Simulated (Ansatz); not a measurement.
# YHf2: the cost of one run

Program: Ansatz 0.2.0. Level of theory: DFT PBE, scalar-relativistic, plane waves, PAW. These are calculated values, not measurements.

## Step 1: Starting point

Symmetry: I4/mmm, No. 139, tetragonal system. Conventional cell: a = 4.389 Å, b = 4.389 Å, c = 7.199 Å, α = 90.00°, β = 90.00°, γ = 90.00°. Y (site symmetry 4/mmm) is surrounded by 10 Hf at 2.93 to 3.18 Å. Around Hf (site symmetry 4mm) lie 1 Hf at 1.34 Å.

Structure file:

```cif
data_structure
_symmetry_space_group_name_H-M 'I4/mmm'
_symmetry_Int_Tables_number 139
_cell_length_a 4.3893
_cell_length_b 4.3893
_cell_length_c 7.1988
_cell_angle_alpha 90.000
_cell_angle_beta 90.000
_cell_angle_gamma 90.000
_cell_volume 138.69
loop_
_atom_site_label
_atom_site_type_symbol
_atom_site_symmetry_multiplicity
_atom_site_Wyckoff_symbol
_atom_site_fract_x
_atom_site_fract_y
_atom_site_fract_z
_atom_site_occupancy
Y1 Y 2 a 0.00000 0.00000 0.00000 1
Hf1 Hf 4 e 0.50000 0.50000 0.09300 1
```

(A quick probe on a coarse mesh, which set the mesh and smearing, is not shown.)

## Step 3: Coarse relaxation

The input, input.yaml:

```yaml
crystal:
  lattice:
    - [-2.1946256335, 2.1946256335, 3.5994117074]
    - [2.1946256335, -2.1946256335, 3.5994117074]
    - [2.1946256335, 2.1946256335, -3.5994117074]
  atoms:
    - { symbol: "Y", position: [0.0, 0.0, 0.0] }
    - { symbol: Hf, position: [0.593, 0.593, 0.0] }
    - { symbol: Hf, position: [0.407, 0.407, 0.0] }
basis:
  ecutwfc: 420
kpoints:
  mp_grid: { grid: [6, 6, 6] }
hamiltonian:
  xc: pbe
scf:
  occupations: { method: gaussian, width: 0.1 }
  lower_state_search: "off"
output:
  forces: true
  stress: true
  eigenvalues: true
relax:
  adjacent_minimum: "off"
  f_tol: 0.04
  max_steps: 70
  cell: { stress_tol: 0.4 }
```

The run is started by

```
$ ansatz run input.yaml --threads 1 --pin off --max-ram 2560MiB --backend cpu --events-out ev --progress --plain --runs-dir out
```

Q: Estimate wall time and peak memory on 1 thread of Arm Neoverse V1, shared host.

About 2.4 min, with a peak of 0.46 GiB.
